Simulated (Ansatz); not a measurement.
Born–Oppenheimer molecular dynamics of a periodic cell of 16 atoms, Ta (start crystal Ta, start structure bcc, volume 1.15 times the crystal's). It starts from a structure without forces on its atoms.

These are results of DFT PBEsol, scalar-relativistic, plane waves, PAW (Ansatz 0.2.0), not measurements. Settings: accuracy low, cutoff 420 eV, k mesh 2x2x2, fermi-dirac smearing 0.3 eV, no spin polarisation.

```yaml
ensemble: NVT, Langevin thermostat
time_step: 2.25 fs
steps_asked: 190
set_temperature: 3500 K
friction: 0.02 /fs
seed: 723593
```

First frame:

```xyz
16
Lattice="6.9357 0.0000 0.0000 0.0000 6.9357 0.0000 0.0000 0.0000 6.9357" Properties=species:S:1:pos:R:3
Ta 0.000 0.000 0.000
Ta 3.468 0.000 0.000
Ta 0.000 3.468 0.000
Ta 0.000 0.000 3.468
Ta 1.734 1.734 1.734
Ta 3.468 3.468 0.000
Ta 3.468 0.000 3.468
Ta 5.202 1.734 1.734
Ta 0.000 3.468 3.468
Ta 1.734 5.202 1.734
Ta 1.734 1.734 5.202
Ta 3.468 3.468 3.468
Ta 5.202 5.202 1.734
Ta 5.202 1.734 5.202
Ta 1.734 5.202 5.202
Ta 5.202 5.202 5.202
```

What does the run give?

All steps were run.

```json
{"steps done": "190", "time covered": "427.5 fs", "mean temperature over the second half": "3134 K", "spread of the potential energy over the second half": "82.4 meV per atom", "mean potential energy of the second half above the start": "453.1 meV per atom"}
```

The mean temperature of the second half is 10 % below the set value. A run of 0.43 ps of so small a system gives no equilibrium averages. Limits of this set-up: coarse k mesh, low accuracy level.

What happens to the structure?

Mean squared displacements from the first frame to the last, about the centre of mass: Ta 0.16 Å². This is one draw of velocities; another would differ in detail.

How do temperature and energy run in time?


```tsv
time (fs)	T (K)	potential energy less start (eV)
0.0	3281	0.000
20.2	3328	1.191
40.5	2032	3.543
60.8	2025	5.221
81.0	2792	6.131
101.2	2975	5.605
121.5	3260	5.042
141.8	2360	5.493
162.0	2292	5.988
182.2	2384	6.279
202.5	3612	6.002
222.8	2256	5.774
243.0	3287	5.966
263.2	3245	6.418
283.5	4573	8.457
303.8	2182	10.247
324.0	3275	8.699
344.2	3405	7.304
364.5	3333	6.954
384.8	2885	6.727
405.0	2952	6.361
425.2	3302	6.624
```

The run took 11 min on 2 CPU threads of a shared host.
